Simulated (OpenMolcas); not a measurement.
# SiNH4ClO (SMILES N[SiH](O)Cl) at 6 levels

We compute a comparison of 6 runs (HF/STO-3G, HF/6-31G*, BHLYP/6-31G*, SVWN5/6-31G*, MP2/6-31G*, CCSD(T)/6-31G*) of SiNH4ClO. 

The calculation is run with OpenMolcas 26.06.

1 further run of the same task is left out (set aside as unsound or not needed).

## 1. Starting point

SiNH4ClO: 8 atoms, total charge 0, spin state singlet. As SMILES, `N[SiH](O)Cl`. Geometry: relaxed at PBE0-D4/def2-TZVP. This is one conformer, not always the lowest.

Bond lengths: N1–Si2 1.700 Å, Si2–O3 1.631 Å, Si2–Cl4 2.058 Å, N1–H5 1.006 Å, N1–H6 1.007 Å, Si2–H7 1.474 Å, O3–H8 0.960 Å. Angles: N1–Si2–O3 111.2°, N1–Si2–Cl4 104.5°, O3–Si2–Cl4 112.6°, N1–Si2–H7 117.4°, O3–Si2–H7 103.8°, Cl4–Si2–H7 107.5°, Si2–N1–H5 120.7°, Si2–N1–H6 121.4°, Si2–O3–H8 116.7°, H5–N1–H6 112.4°.

## 2. Energy and forces at HF/STO-3G (run 1)

File test.inp:

```
>>> EXPORT MOLCAS_PRINT=2

&GATEWAY
  BASLIB=$CurrDir
  BASISSET
  N.STO-3G....
  N1 -0.749800 0.885600 -0.289000 angstrom
  End of Basis
  BASISSET
  Si.STO-3G....
  Si2 0.524400 -0.226200 -0.115300 angstrom
  End of Basis
  BASISSET
  O.STO-3G....
  O3 0.551300 -0.861300 1.386900 angstrom
  End of Basis
  BASISSET
  Cl.STO-3G....
  Cl4 0.173100 -1.641600 -1.566900 angstrom
  End of Basis
  BASISSET
  H.STO-3G....
  H5 -1.217200 0.998000 -1.172700 angstrom
  H6 -0.806900 1.712400 0.283000 angstrom
  H7 1.896700 0.277200 -0.308600 angstrom
  H8 -0.279500 -1.201200 1.726700 angstrom
  End of Basis

&SEWARD

&SCF
  THRESHOLDS=1e-10 1e-07 1e-07 1e-05
  PRORBITALS=1

&ALASKA
```

The basis set STO-3G is read from a file made from the Basis Set Exchange's data (not shown).

Command:

```bash
$ export MOLCAS_MEM=1860
$ pymolcas test.inp > test.log
```

Log:

```text
--- Start Module: gateway ---
[...]
--- Stop Module: gateway /rc=_RC_ALL_IS_WELL_ ---
[...]
      Basis functions           32
[...]
--- Start Module: scf ---
[...]
       Convergence after  11 Iterations
[...]
::    Total SCF energy                               -870.1806136349
[...]
      Total spin, S                                     0.0000000000
[...]
      Total electronic charge=   50.000000
      Total            charge=   -0.000000
[...]
      Dipole Moment (debye):
      Origin of the operator (angstrom)=    0.1921   -0.6528   -0.4058
                   X= -6.4976E-01               Y=  2.6473E+00               Z=  1.2657E+00           Total=  3.0054E+00
      Quadrupole Moment (debye*angstrom):
[...]
--- Stop Module: scf /rc=_RC_ALL_IS_WELL_ ---
--- Start Module: alaska ---
[...]
 *              Molecular gradients               *
 **************************************************
  Irreducible representation: a
 ------------------------------------------------------------------------------------------
                              X                       Y                       Z
 ------------------------------------------------------------------------------------------
  N1               -2.88957022967473E-03    9.22352825249995E-03   -3.12824972996828E-03
  SI2              -2.65736500751821E-02   -2.27009372991986E-02   -4.64431052755998E-03
  O3               -2.85578023336663E-02   -2.79938743148112E-03   -5.12647006750910E-03
  CL4               2.79002468057366E-03    1.23039284154274E-02    1.16087597546688E-02
  H5                3.86308474767771E-03   -2.98763406975988E-03    6.34269506205509E-03
  H6               -1.23162364636165E-04   -7.05736846534410E-03   -2.44836950729965E-03
  H7                2.60786722738473E-02    7.64510197314117E-03   -1.32768296049923E-03
  H8                2.54124033010421E-02    6.37276862470015E-03   -1.27637202393527E-03
[...]
--- Stop Module: alaska /rc=_RC_ALL_IS_WELL_ ---
[...]
```

It took 2.2 s on 1 thread of Arm Neoverse V1, shared host; peak memory 0.37 GiB.

## 3. Energy and forces at HF/6-31G(d) (spherical functions) (run 2)

File struct.xyz:

```xyz
8

N     -0.749800     0.885600    -0.289000
Si     0.524400    -0.226200    -0.115300
O      0.551300    -0.861300     1.386900
Cl     0.173100    -1.641600    -1.566900
H     -1.217200     0.998000    -1.172700
H     -0.806900     1.712400     0.283000
H      1.896700     0.277200    -0.308600
H     -0.279500    -1.201200     1.726700
```

File mol.input:

```
* ClH4NOSi Hartree-Fock

&gateway
 baslib=$CurrDir
 coord=struct.xyz
 basis=6-31Gs
 group=NoSym

&seward

&scf
 thresholds=1e-10 1e-07 1e-07 1e-05
 prorbitals=1 1

&alaska
```

The basis set 6-31G* is read from a file made from the Basis Set Exchange's data (not shown).

Command:

```bash
$ export MOLCAS_MEM=1860
$ pymolcas mol.input > mol.log
```

Log:

```text
--- Start Module: gateway ---
[...]
--- Stop Module: gateway /rc=_RC_ALL_IS_WELL_ ---
[...]
      Basis functions           72
[...]
--- Start Module: scf ---
[...]
       Convergence after  13 Iterations
[...]
::    Total SCF energy                               -880.1620888754
[...]
      Total spin, S                                     0.0000000000
[...]
      Total electronic charge=   50.000000
      Total            charge=   -0.000000
[...]
      Dipole Moment (debye):
      Origin of the operator (angstrom)=    0.1921   -0.6528   -0.4058
                   X= -1.7678E+00               Y=  2.3580E+00               Z=  7.7274E-01           Total=  3.0467E+00
      Quadrupole Moment (debye*angstrom):
[...]
--- Stop Module: scf /rc=_RC_ALL_IS_WELL_ ---
[...]
--- Start Module: alaska ---
[...]
 *              Molecular gradients               *
 **************************************************
  Irreducible representation: a
 ------------------------------------------------------------------------------------------
                              X                       Y                       Z
 ------------------------------------------------------------------------------------------
  N1                5.70425414204223E-03   -8.65759179082914E-03    3.43526900422358E-03
  SI2              -1.07743266220215E-02   -4.60635259811859E-03   -2.61120960751238E-03
  O3                1.29234792201585E-02    5.84635658232990E-03   -3.83152882412574E-03
  CL4               3.34160036511211E-04    3.13011124398344E-03    2.03983381414474E-03
  H5               -3.09850348186647E-03   -1.04330134224950E-04   -7.70109928066942E-03
  H6               -7.96157666702602E-05    6.67987243467127E-03    4.84690131282184E-03
  H7                5.76048208718483E-03    1.79070621617194E-03    7.07837672681122E-04
  H8               -1.07699296153845E-02   -4.07877195408779E-03    3.11399590847650E-03
[...]
--- Stop Module: alaska /rc=_RC_ALL_IS_WELL_ ---
[...]
```

It took 7.5 s on 1 thread of Arm Neoverse V1, shared host; peak memory 0.42 GiB.

Runs 3 to 5 aren't shown in full; the table further down has their settings and results.

## 4. A single-point energy at CCSD(T)/6-31G(d) (spherical functions) (run 6)

File mol.inp:

```
&GATEWAY
 BasLib
 $CurrDir
 Coord
 8
 angstrom
 N       -0.749800       0.885600      -0.289000
 Si       0.524400      -0.226200      -0.115300
 O        0.551300      -0.861300       1.386900
 Cl       0.173100      -1.641600      -1.566900
 H       -1.217200       0.998000      -1.172700
 H       -0.806900       1.712400       0.283000
 H        1.896700       0.277200      -0.308600
 H       -0.279500      -1.201200       1.726700
 Basis
 6-31Gs
 Group
 NoSym

&SEWARD

&SCF
 Thresholds
 1e-10 1e-07 1e-07 1e-05
 PrOrbitals
 1 1

&RASSCF
 FileOrb
 $Project.ScfOrb
 Spin
 1
 Nactel
 0 0 0
 Inactive
 25
 Ras2
 0
 OutOrbitals
 Canonical
 OrbListing
 Nothing

&MOTRA
 JobIph
 Frozen
 12

&CCSDT
 CCT
 Triples
 2
 Iterations
 80
 Accuracy
 1e-08
 Extrapolation
 5 4
```

The basis set 6-31G* is read from a file made from the Basis Set Exchange's data (not shown).

Command:

```bash
$ export MOLCAS_MEM=1860
$ pymolcas mol.inp > mol.log
```

Log:

```text
--- Start Module: gateway ---
[...]
--- Stop Module: gateway /rc=_RC_ALL_IS_WELL_ ---
[...]
      Basis functions           72
[...]
       Convergence after  13 Iterations
[...]
::    Total SCF energy                               -880.1620888754
[...]
      Total spin, S                                     0.0000000000
[...]
      Number of active orbitals                  0
[...]
      Spin quantum number                      0.0
[...]
      Active orbitals                            0
[...]
      Number of CSFs                             1
[...]
      Number of root(s) required                 1
[...]
      Convergence after  4 iterations
[...]
      Natural orbitals and occupation numbers for root  1
      ************************************************************************************************************************
      *                                                    Final results                                                     *
      ************************************************************************************************************************
[...]
::    RASSCF root number  1 Total energy:   -880.16208888
[...]
      Total electronic charge=   50.000000
      Total            charge=   -0.000000
[...]
      Dipole Moment (debye):
      Origin of the operator (angstrom)=    0.1921   -0.6528   -0.4058
                   X= -1.7678E+00               Y=  2.3580E+00               Z=  7.7274E-01           Total=  3.0467E+00
      Quadrupole Moment (debye*angstrom):
[...]
--- Start Module: motra ---
[...]
      *** WARNING: Default frozen orbitals is overwritten by user input.
      *** Default values:   9
[...]
--- Stop Module: motra /rc=_RC_ALL_IS_WELL_ ---
--- Start Module: ccsdt ---
[...]
      Convergence after                    16  Iterations
      Total energy (diff) :    -880.74268735       0.00000000
[...]
 METHOD                       : CCSD+T(CCSD)+<T3(1)WT1> = CCSD(T)
[...]
       CCSD     =      -880.7426873501524
[...]
--- Stop Module: ccsdt /rc=_RC_ALL_IS_WELL_ ---
[...]
```

Run time: 29 s. Hardware: 1 thread of Arm Neoverse V1, shared host; peak memory 0.42 GiB.

## 5. Overview of the runs

| run | level | integration grid | task | energy (Eh) | dipole moment (D) of the reference | HOMO energy (eV) | LUMO energy (eV) | wall time |
| --- | --- | --- | --- | --- | --- | --- | --- | --- |
| 1 | HF/STO-3G | – | gradient | -870.180614 | 3.01 | -9.21 | 9.90 | 2.2 s |
| 2 | HF/6-31G* (spherical functions) | – | gradient | -880.162089 | 3.05 | -11.55 | 4.81 | 7.5 s |
| 3 | BHLYP/6-31G* (spherical functions) | UltraFine | gradient | -882.085741 | 2.97 | -9.20 | 2.35 | 26 s |
| 4 | SVWN5/6-31G* (spherical functions) | UltraFine | gradient | -878.500464 | 3.01 | -6.33 | 0.37 | 20 s |
| 5 | MP2/6-31G* (spherical functions) | – | energy | -880.707517 | 3.05 | -11.55 | 4.81 | 4.5 s |
| 6 | CCSD(T)/6-31G* (spherical functions) | – | energy | -880.754304 | 3.05 | -11.55 | 4.81 | 29 s |

## 6. Results

```
                                           quantity          value
                                run 6: total energy  -880.75430 Eh
          run 6: dipole moment (mean-field density)         3.05 D
         run 6: HOMO energy (Hartree–Fock orbitals)      -11.55 eV
         run 6: LUMO energy (Hartree–Fock orbitals)        4.81 eV
       run 6: HOMO–LUMO gap (Hartree–Fock orbitals)       16.36 eV
run 6: correlation energy (12 core orbitals frozen)     -592.2 mEh
                              run 6: (T) correction     -11.62 mEh
```

What this shows: Below the HF energy at the same shape and in the same basis (6-31G*): MP2 -545.4 mEh; CCSD(T) -592.2 mEh. Over runs 1, 2, 3, 4 the dipole moment (its size) runs from 2.97 D (BHLYP/6-31G*) to 3.05 D (HF/6-31G*). Over runs 1, 2, 3, 4 the HOMO–LUMO gap runs from 6.70 eV (SVWN5/6-31G*) to 19.11 eV (HF/STO-3G). The two ends differ in method and basis. Totals of different functionals can't be ranked against each other. In run 1 the basis is minimal, so the values are rough. All runs together took 89 s, the longest 29 s.
